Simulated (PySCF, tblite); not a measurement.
**C6H9FO2Si: geometry, infrared bands and NMR shifts**

Wanted: the infrared bands and NMR shifts of C6H9FO2Si (`C=C[C@]1(OC)C=C(F)[SiH2]O1`), by calculation.

Computed with tblite 0.8.0 and PySCF 2.14.0, with density-fitted response routines of our own, on a single molecule in the gas phase. Atoms are numbered from 0 throughout.

### 1 The starting structure

19 atoms, charge 0, multiplicity 1; geometry from: force field or distance geometry start.

Bonds of the start (Å): C0–C1 1.33, C1–C2 1.52, C2–O3 1.41, O3–C4 1.41, C2–C5 1.53, C5–C6 1.34, C6–F7 1.34, C6–Si8 1.81, Si8–O9 1.68, O9–C2 1.45, C0–H10 1.09, C0–H11 1.09, C1–H12 1.10, C4–H13 1.09, C4–H14 1.09, C4–H15 1.09, C5–H16 1.08, Si8–H17 1.49, Si8–H18 1.48.

### 2 Relaxing the molecule with GFN2-xTB

The job: settings as JSON, then the geometry in Å.

```
{"job": {"kind": "relax", "xc": "GFN2-xTB", "basis": "xTB"}, "charge": 0, "multiplicity": 1}
C     -1.323100    -1.531800    -1.428800
C     -0.833200    -1.339800    -0.207100
C      0.028600    -0.187900     0.288100
O      1.222300    -0.690200     0.853400
C      2.176700    -1.146900    -0.083500
C     -0.702800     0.539400     1.412400
C     -0.922800     1.844200     1.201300
F     -1.524300     2.656100     2.087800
Si    -0.249900     2.287700    -0.419500
O      0.285400     0.740900    -0.790600
H     -1.164400    -0.818000    -2.230700
H     -1.927500    -2.412100    -1.657300
H     -1.032800    -2.104400     0.564400
H      3.026300    -1.575900     0.452900
H      1.761800    -1.912100    -0.739900
H      2.552500    -0.308300    -0.675100
H     -0.978300     0.032500     2.328400
H     -1.294700     2.700900    -1.396100
H      0.890300     3.235100    -0.355100
```

The run is started by

```bash
> OMP_NUM_THREADS=1 python probes_run.py task.json out
```

The driver reads the jobs from task.json and runs them one after another.

**Question.** This job is followed by: GFN2-xTB harmonic vibrations, gas phase; GIAO PBE0/pcSseg-1 NMR shielding, non-relativistic, gas phase. Predict these results of the whole session: strongest single infrared mode (GFN2-xTB); zero-point energy (GFN2-xTB); ¹³C shifts against TMS (PBE0/pcSseg-1); ¹H shifts against TMS (PBE0/pcSseg-1, means over atoms taken as alike); ¹⁷O shifts against H2O (PBE0/pcSseg-1); ¹⁹F shifts against CFCl3 (PBE0/pcSseg-1); ²⁹Si shifts against TMS (PBE0/pcSseg-1).

The runs gave:

| quantity | value |
| --- | --- |
| strongest single infrared mode (GFN2-xTB) | 2301 cm⁻¹, 356 km/mol |
| zero-point energy (GFN2-xTB) | 84.3 kcal/mol |
| ¹³C shifts against TMS (PBE0/pcSseg-1) | 176.5, 148.5, 137.2, 125.0, 110.5, 52.4 ppm |
| ¹H shifts against TMS (PBE0/pcSseg-1, means over atoms taken as alike) | 6.44, 6.23, 6.00, 5.69, 5.43, 5.32, 3.59 ppm |
| ¹⁷O shifts against H2O (PBE0/pcSseg-1) | 88.5, 57.8 ppm |
| ¹⁹F shifts against CFCl3 (PBE0/pcSseg-1) | -138.0 ppm |
| ²⁹Si shifts against TMS (PBE0/pcSseg-1) | -21.7 ppm |

Relaxing lowered the energy by 0.269 eV in 88 steps; the close pair that moved most is C6–Si8, from 1.810 to 1.891 Å. No mode is imaginary among the 51: a minimum at this level. The strongest single mode, at 2301 cm⁻¹, moves mainly H17. Unscaled tight-binding wavenumbers are off by several per cent, some by more. Its intensities can rank the bands wrongly. At PBE0/pcSseg-1: The widest tensor belongs to F7: span 265 ppm, with a paramagnetic part of -162 ppm.
